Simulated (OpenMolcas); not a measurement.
**singlet GeSiH4F−: levels of theory compared**

We compute a comparison of 6 runs (HF/STO-3G, HF/def2-SVPD, B3LYP/6-31G*, SVWN5/def2-SVPD, CCSD(T)/def2-SVPD) of singlet GeSiH4F−. 

The results are computed with OpenMolcas 26.06.

1 further run of the same task is left out (set aside as unsound or not needed).

## 1. Starting point

GeSiH4F− has 7 atoms, charge -1, and is taken as a singlet. As SMILES of the parent species, `F[SiH][GeH3]`. The coordinates come from a PBE0-D4/def2-TZVP relaxation. That shape belongs to the parent species and isn't relaxed for this state.

Bond lengths: F1–Si2 1.610 Å, Si2–Ge3 2.386 Å, Si2–H4 1.494 Å, Ge3–H5 1.538 Å, Ge3–H6 1.535 Å, Ge3–H7 1.540 Å. Angles: F1–Si2–Ge3 110.1°, F1–Si2–H4 106.6°, Ge3–Si2–H4 113.1°, Si2–Ge3–H5 107.6°, Si2–Ge3–H6 109.9°, Si2–Ge3–H7 112.2°, H5–Ge3–H6 109.0°, H5–Ge3–H7 109.1°, H6–Ge3–H7 109.0°.

## 2. A single-point energy at HF/STO-3G (run 1)

run.input reads:

```
>>> EXPORT MOLCAS_PRINT=2

&GATEWAY
  BasLib
  $CurrDir
  Coord
  7
  bohr
  F     -1.56507118    -3.39697168     2.66356897
  Si    -1.66371488    -2.15523265    -0.11224973
  Ge     0.63079058     1.72607584    -0.15420165
  H     -0.61491688    -4.07935179    -1.89293866
  H      0.54745366     2.76882672    -2.86482480
  H     -0.62549935     3.63715587     1.63102262
  H      3.40660928     1.37099630     0.64326277
  Basis
  STO-3G
  Group
  NoSym

&SEWARD

&SCF
  Charge
  -1
  Thresholds
  1e-10 1e-07 1e-07 1e-05
  PrOrbitals
  0
```

The basis set STO-3G is read from a file made from the Basis Set Exchange's data (not shown).

Started as:

```
$ export MOLCAS_MEM=1860
$ pymolcas run.input > run.log
```

The program printed:

```text
--- Start Module: gateway ---
[...]
--- Stop Module: gateway /rc=_RC_ALL_IS_WELL_ ---
--- Start Module: seward ---
[...]
      Basis functions           36
--- Stop Module: seward /rc=_RC_ALL_IS_WELL_ ---
--- Start Module: scf ---
[...]
       Convergence after  15 Iterations
[...]
::    Total SCF energy                              -2437.5217587527
[...]
      Total spin, S                                     0.0000000000
[...]
      Total electronic charge=   60.000000
      Total            charge=   -1.000000
[...]
      Dipole Moment (debye):
      Origin of the operator (angstrom)=   -0.1140    0.0275    0.1422
                   X=  2.6275E+00               Y=  3.6498E+00               Z=  3.2421E-01           Total=  4.5089E+00
      Center of Charge (angstrom)
[...]
--- Stop Module: scf /rc=_RC_ALL_IS_WELL_ ---
[...]
```

Run time: 1.6 s. Hardware: 1 thread of Arm Neoverse V2, shared host; peak memory 0.37 GiB.

## 3. The energy at HF/def2-SVPD (run 2)

input.xyz reads:

```xyz
7

F     -0.828200    -1.797600     1.409500
Si    -0.880400    -1.140500    -0.059400
Ge     0.333800     0.913400    -0.081600
H     -0.325400    -2.158700    -1.001700
H      0.289700     1.465200    -1.516000
H     -0.331000     1.924700     0.863100
H      1.802700     0.725500     0.340400
```

calc.inp reads:

```
&GATEWAY
  BasLib = $CurrDir
  Coord = input.xyz
  Basis = def2-SVPD
  Group = NoSym

&SEWARD

&SCF
  Charge = -1
  Thresholds = 1e-10 1e-07 1e-07 1e-05
  PrOrbitals = 1
```

The basis set def2-SVPD is read from a file made from the Basis Set Exchange's data (not shown).

Started as:

```
$ export MOLCAS_MEM=1860
$ pymolcas calc.inp > calc.log
```

The program printed:

```text
--- Start Module: gateway ---
[...]
--- Stop Module: gateway /rc=_RC_ALL_IS_WELL_ ---
--- Start Module: seward ---
[...]
      Basis functions          117
--- Stop Module: seward /rc=_RC_ALL_IS_WELL_ ---
[...]
--- Start Module: scf ---
[...]
       Convergence after  22 Iterations
[...]
::    Total SCF energy                              -2465.6502980955
[...]
      Total spin, S                                     0.0000000000
[...]
      Total electronic charge=   60.000000
      Total            charge=   -1.000000
[...]
      Dipole Moment (debye):
      Origin of the operator (angstrom)=   -0.1140    0.0275    0.1422
                   X=  3.5654E+00               Y=  3.4009E+00               Z=  5.9285E-01           Total=  4.9629E+00
      Center of Charge (angstrom)
[...]
--- Stop Module: scf /rc=_RC_ALL_IS_WELL_ ---
[...]
```

It took 19 s on 1 thread of Arm Neoverse V2, shared host; peak memory 0.72 GiB.

## 4. The energy at B3LYP/6-31G(d) (spherical functions) (run 3)

coord.xyz reads:

```xyz
7

F     -0.828200    -1.797600     1.409500
Si    -0.880400    -1.140500    -0.059400
Ge     0.333800     0.913400    -0.081600
H     -0.325400    -2.158700    -1.001700
H      0.289700     1.465200    -1.516000
H     -0.331000     1.924700     0.863100
H      1.802700     0.725500     0.340400
```

run.input reads:

```
* FGeH4Si Kohn-Sham DFT

&GATEWAY
  BasLib
  $CurrDir
  Coord
  coord.xyz
  Basis
  6-31Gs
  Group
  NoSym

&SEWARD
  GridInput
  Grid=UltraFine
  End of Grid

&SCF
  Charge
  -1
  KSDFT
  B3LYP
  Thresholds
  1e-10 1e-07 1e-07 1e-05
  PrOrbitals
  1
```

The basis set 6-31G* is read from a file made from the Basis Set Exchange's data (not shown).

Started as:

```
$ export MOLCAS_MEM=1860
$ pymolcas run.input > run.log
```

The program printed:

```text
--- Start Module: gateway ---
[...]
--- Stop Module: gateway /rc=_RC_ALL_IS_WELL_ ---
--- Start Module: seward ---
[...]
      Basis functions           72
--- Stop Module: seward /rc=_RC_ALL_IS_WELL_ ---
[...]
--- Start Module: scf ---
[...]
       Convergence after  18 Iterations
[...]
::    Total KS-DFT energy                           -2468.5245155208
[...]
      Total spin, S                                     0.0000000000
[...]
      Total electronic charge=   60.000000
      Total            charge=   -1.000000
[...]
      Dipole Moment (debye):
      Origin of the operator (angstrom)=   -0.1140    0.0275    0.1422
                   X=  2.9261E+00               Y=  2.8947E+00               Z=  3.6283E-01           Total=  4.1320E+00
      Center of Charge (angstrom)
[...]
--- Stop Module: scf /rc=_RC_ALL_IS_WELL_ ---
[...]
```

Run time: 18 s. Hardware: 1 thread of Arm Neoverse V2, shared host; peak memory 0.42 GiB.

Runs 4 to 5 aren't shown in full; the table further down has their settings and results.

## 5. A single-point energy at CCSD(T)/def2-SVPD (Cholesky decomposition) (run 6)

job.inp reads:

```
&GATEWAY
  BASLIB
  $CurrDir
  COORD
  7
  angstrom
  F       -0.828200      -1.797600       1.409500
  Si      -0.880400      -1.140500      -0.059400
  Ge       0.333800       0.913400      -0.081600
  H       -0.325400      -2.158700      -1.001700
  H        0.289700       1.465200      -1.516000
  H       -0.331000       1.924700       0.863100
  H        1.802700       0.725500       0.340400
  BASIS
  def2-SVPD
  GROUP
  NoSym

&SEWARD
  HIGH

&SCF
  CHARGE
  -1
  THRESHOLDS
  1e-10 1e-07 1e-07 1e-05
  PRORBITALS
  0

&CHCC
  FROZEN
  15
  THRESHOLD
  1e-08
  MAXITERATIONS
  80

&CHT3
  FROZEN
  15
```

The basis set def2-SVPD is read from a file made from the Basis Set Exchange's data (not shown).

Started as:

```
$ export MOLCAS_MEM=1860
$ pymolcas job.inp > job.log
```

The program printed:

```text
--- Start Module: gateway ---
[...]
--- Stop Module: gateway /rc=_RC_ALL_IS_WELL_ ---
[...]
      Basis functions          117
[...]
       Convergence after  21 Iterations
[...]
::    Total SCF energy                              -2465.6502979825
[...]
      Total spin, S                                     0.0000000000
[...]
      Total electronic charge=   60.000000
      Total            charge=   -1.000000
[...]
      Dipole Moment (debye):
      Origin of the operator (angstrom)=   -0.1140    0.0275    0.1422
                   X=  3.5654E+00               Y=  3.4009E+00               Z=  5.9285E-01           Total=  4.9629E+00
      Center of Charge (angstrom)
[...]
--- Start Module: chcc ---
[...]
--- Stop Module: chcc /rc=_RC_ALL_IS_WELL_ ---
[...]
--- Start Module: cht3 ---
[...]
--- Stop Module: cht3 /rc=_RC_ALL_IS_WELL_ ---
[...]
```

Wall time 10 min (1 thread of Arm Neoverse V2, shared host); peak memory 0.26 GiB.

## 6. Overview of the runs

```csv
run,level,integration grid,Cartesian functions,energy (Eh),HOMO energy (eV),LUMO energy (eV),HOMO–LUMO gap (eV),wall time
1,HF/STO-3G,–,no,-2437.521759,4.39,18.79,14.40,1.6 s
2,HF/def2-SVPD,–,no,-2465.650298,-1.05,5.62,6.67,19 s
3,B3LYP/6-31G* (spherical functions),UltraFine,no,-2468.524516,1.46,5.23,3.77,18 s
4,B3LYP/6-31G* (Cartesian functions),UltraFine,yes,-2468.532945,1.45,5.21,3.76,18 s
5,SVWN5/def2-SVPD,UltraFine,no,-2463.391655,1.44,3.27,1.83,41 s
6,CCSD(T)/def2-SVPD (Cholesky decomposition),–,no,-2466.248134,-1.05,5.62,6.67,10 min
```

## 7. What came out

```
                                                    quantity           value
                                         run 6: total energy  -2466.24813 Eh
                  run 6: HOMO energy (Hartree–Fock orbitals)        -1.05 eV
                  run 6: LUMO energy (Hartree–Fock orbitals)         5.62 eV
run 6: HOMO–LUMO gap (to an unbound level, set by the basis)         6.67 eV
         run 6: correlation energy (15 core orbitals frozen)      -597.8 mEh
                                       run 6: (T) correction      -16.53 mEh
```

In words: Over runs 1, 2, 3, 4, 5 the HOMO–LUMO gap runs from 1.83 eV (SVWN5/def2-SVPD) to 14.40 eV (HF/STO-3G). The two ends differ in method and basis. The empty levels of an anion lie above zero and hang on the basis. Totals of different functionals can't be ranked against each other. In runs 1, 3, 4, 5 the HOMO lies above zero, so the outermost electron may be held by the basis alone. In run 1 the basis is minimal, so the values are rough. All runs together took 12 min, the longest 10 min.
